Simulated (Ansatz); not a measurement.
# AlBeH₂ (doublet): wave-function methods side by side at twist about Al1–Be2 = 120.0°, 6-31G

Aim: climb from Hartree-Fock through coupled cluster and multireference methods for AlBeH₂ (doublet) at one geometry and basis, and see what each rung misses.

Program: Ansatz 0.2.0, Gaussian basis. Level of theory: 6-31G, core rule «outside noble gas», up to 6 orbitals frozen. These are calculated values, not measurements.

Plan: UHF; CCSD(T) on ROHF; CCSD(T) on UHF; BCCD(T) on ROHF; CISD as a restricted active space (open shells left free, so some higher excitations enter); CCSDT(Q) on ROHF; CCSDT(Q) on UHF; CCSDTQ on ROHF; CASSCF and MRCISD+Q, 3 electrons in 3 orbitals; CASSCF and NEVPT2, 3 electrons in 3 orbitals; CASSCF and MRCISD+Q, 7 electrons in 10 orbitals; CASSCF and NEVPT2, 7 electrons in 10 orbitals; Full CI.

12 further runs of the same task are left out: 10 that didn't finish, 2 set aside as unsound or not needed. Runs told in other sessions of the task aren't counted.

## Step 1: The system

The geometry derives from a PBE0/def2-TZVP stationary point (not a proven minimum). One half is turned about the bond named; the halves are rigid.

4 atoms, charge 0, spin multiplicity 2.

Atoms are counted from 1 here; the program's logs count them from 0.

Bond lengths: Al1–H3 1.603 Å, Be2–H4 1.345 Å.

## Step 2: UHF

Contents of in.yaml:

```yaml
crystal:
  periodic: [false, false, false]
  atoms:
    - {symbol: Al, position_ang: [0.005592, -0.096874, 0.611519]}
    - {symbol: Be, position_ang: [0.005592, 0.135880, -1.695697]}
    - {symbol: H, position_ang: [0.005592, 0.988553, 1.791113]}
    - {symbol: H, position_ang: [-0.205270, 0.389750, -2.999325]}
basis:
  gaussian: {orbitals: 6-31G}
magnetization: {spin_polarized: true, initial_magnetization: 1}
hamiltonian: {xc: hf}
output: {orbitals: {seedname: orbitals}}
```

On the command line:

```console
> ansatz run in.yaml --threads 1 --pin off --events-out ev --progress --plain --max-ram 2393MiB
```

Further steps of the session: CCSD(T) on ROHF; CCSD(T) on UHF; BCCD(T) on ROHF; CISD as a restricted active space (open shells left free, so some higher excitations enter); CCSDT(Q) on ROHF; CCSDT(Q) on UHF; CCSDTQ on ROHF; CASSCF and MRCISD+Q, 3 electrons in 3 orbitals; CASSCF and NEVPT2, 3 electrons in 3 orbitals; CASSCF and MRCISD+Q, 7 electrons in 10 orbitals; CASSCF and NEVPT2, 7 electrons in 10 orbitals; Full CI.

Before running them: what should the planned runs give, taken together? Wanted: FCI from the RHF energy; RMP2 from FCI; UMP2 from FCI; RCCSD from FCI; RCCSD(T) from FCI; UCCSD(T) from FCI; RCCSDT(Q) from FCI; UCCSDT(Q) from FCI; NEVPT2 pair from FCI.

As calculated:

| quantity | value |
| --- | --- |
| FCI from the ROHF energy | -1.9553 eV |
| RMP2 from FCI | +14.81 kcal/mol |
| UMP2 from FCI | +14.58 kcal/mol |
| RCCSD from FCI | +1.21 kcal/mol |
| RCCSD(T) from FCI | +0.44 kcal/mol |
| UCCSD(T) from FCI | +0.44 kcal/mol |
| RCCSDT(Q) from FCI | +0.01 kcal/mol |
| UCCSDT(Q) from FCI | +0.01 kcal/mol |
| NEVPT2 pair from FCI | +12.48 kcal/mol |
| MRCISD+Q pair from FCI | +0.01 kcal/mol |
| NEVPT2 valence from FCI | +3.56 kcal/mol |
| levels within 1 kcal/mol (43 meV) | RCCSD(T), UCCSD(T), BCCD(T), RCCSDT, UCCSDT, RCCSDT(Q), UCCSDT(Q), RCCSDTQ, MRCISD+Q pair, MRCISD valence, MRCISD+Q valence |
| T1 diagnostic | 0.027 |
| effectively unpaired electrons | 1.04 |

**Reading.** RCCSD(T) lands +0.44 kcal/mol from the yardstick (1.0 % of the correlation energy). One determinant dominates. Of the multireference levels listed MRCISD+Q pair comes nearest in total energy (+0.01 kcal/mol), which doesn't show that its space is the better one. These misses are within one basis, not against nature; the frozen cores of restricted and unrestricted runs differ, which can shift their rows.

Levels on UHF freeze UHF's core orbitals, full CI those of ROHF, so the U rows can settle a little off it for that reason alone.

With open shells the CI space here admits some higher excitations, so it is larger than plain CISD.
